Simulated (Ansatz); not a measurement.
# Ta2H (C2/m): comparison of functionals at one structure

How far apart do the functionals lie for Ta2H (C2/m) at one structure? Aim: a comparison of functionals at one structure, for Ta2H (C2/m), run from a script.

All numbers are computed with Ansatz 0.2.0, driven from Python. The levels of theory stand in the script.

## (1) Starting point

The structure is monoclinic, space group C2/m (No. 12). The conventional cell has a = 4.851 Å, b = 3.248 Å, c = 4.884 Å, α = 90.00°, β = 96.98°, γ = 90.00°. Ta (site symmetry m) has 1 H at 1.93 Å as nearest neighbours. H (site symmetry 2/m) is surrounded by 2 Ta at 1.93 Å.

The script holds or builds the structure itself.

## (2) The script

File xc_ta2h.py:

```python
"""One structure of Ta2H under several functionals."""

import csv

import ansatz

KGRID = (10, 10, 6)
WIDTH_EV = 0.1


def main() -> None:
    structure = (
        ansatz.Lattice.from_parameters(2.919064, 2.919064, 4.883885, alpha=95.79937, beta=95.79937, gamma=67.61383)
        .atom("Ta", (0.233644, 0.233644, 0.262563))
        .atom("Ta", (0.766356, 0.766356, 0.737437))
        .atom("H", (0.5, 0.5, 0.0))
    )

    model = (
        structure.calculation()
        .kpoints(*KGRID)
        .occupations(ansatz.OccupationsMethod.COLD, width=WIDTH_EV)
        .stress()
    )

    rows = []
    for value in ["blyp", "pbesol", "lda"]:
        summary = model.functional(value).run().report
        rows.append((value, summary["free_energy_ev"] / len(summary["lattice"]["sites"]), summary["n_iterations"], sum(summary["stress_gpa"][i][i] for i in range(3)) / 3, summary["n_kpoints"]))

    with open("xc.csv", "w", newline="") as handle:
        writer = csv.writer(handle)
        writer.writerow(["functional", "F/atom (eV)", "iterations", "P (GPa)", "k-points"])
        writer.writerows([round(v, 5) if isinstance(v, float) else v for v in row] for row in rows)
    print(open("xc.csv").read())


if __name__ == "__main__":
    main()
```

## (3) The calls as engine input

The engine receives this input (first run):

```yaml
crystal:
  lattice:
    a: 2.919064
    b: 2.919064
    c: 4.883885
    alpha: 95.79937
    beta: 95.79937
    gamma: 67.61383
  atoms:
    - { symbol: Ta, position: [0.233644, 0.233644, 0.262563] }
    - { symbol: Ta, position: [0.766356, 0.766356, 0.737437] }
    - { symbol: H, position: [0.5, 0.5, 0.0] }
kpoints:
  mp_grid:
    grid: [10, 10, 6]
hamiltonian:
  xc: blyp
scf:
  occupations:
    method: cold
    width: 0.1
output:
  stress: true
```

## (4) The run

Command:

```sh
> python xc_ta2h.py
```

Log:

```text
DeckWarning: basis.ecutwfc = 420 eV, auto-derived from the records' recommended cutoffs: set by Ta (normal level)
functional,F/atom (eV),iterations,P (GPa),k-points
blyp,-6642.71152,7,8.87281,172
pbesol,-6543.01651,8,-4.22729,172
lda,-6460.40892,6,-8.89337,172
```

(Warnings from the package without file and line.)

It took 18 s on 1 thread of Arm Neoverse V1, shared host; peak memory 0.42 GiB.

## (5) Inputs of later runs

The engine's inputs for the other runs:

Run 2, against run 1:

```diff
@@ -17 +17 @@
-  xc: blyp
+  xc: pbesol
```

Run 3, against run 1:

```diff
@@ -17 +17 @@
-  xc: blyp
+  xc: lda
```

## (6) The engine's runs

One row for each of the 3 runs:

```csv
run,functional,energy (eV/atom),pressure (GPa),SCF cycles,CPU time (s)
1,blyp,-6642.7115,8.87,7,5.7
2,pbesol,-6543.0165,-4.23,8,5.9
3,lda,-6460.4089,-8.89,6,5.3
```

Energies are free energies F = E - TS of the smeared occupations. Totals under unlike functionals or potentials can't be compared directly.

## (7) What came out

| quantity | value |
| --- | --- |
| runs compared | 3 |
| pressure at this cell | -8.9 (lda) to 8.9 GPa (blyp) |

From lowest to highest: LDA (-8.9 GPa), PBEsol (-4.2 GPa) and BLYP (8.9 GPa). At a fixed cell a lower pressure usually means a smaller equilibrium volume, so LDA prefers the smallest cell and BLYP the largest. The mesh is modest for a metal, so energies can be off by several to tens of meV an atom and pressures by half a GPa or more; differences at equal mesh fare better. Pressure is positive in compression. Spin-orbit coupling, which matters for elements this heavy, is left out. This cell is a computed structure, which may not be the phase found in nature. Total energies of different functionals can't be compared; pressures, moments and gaps at this one structure can.
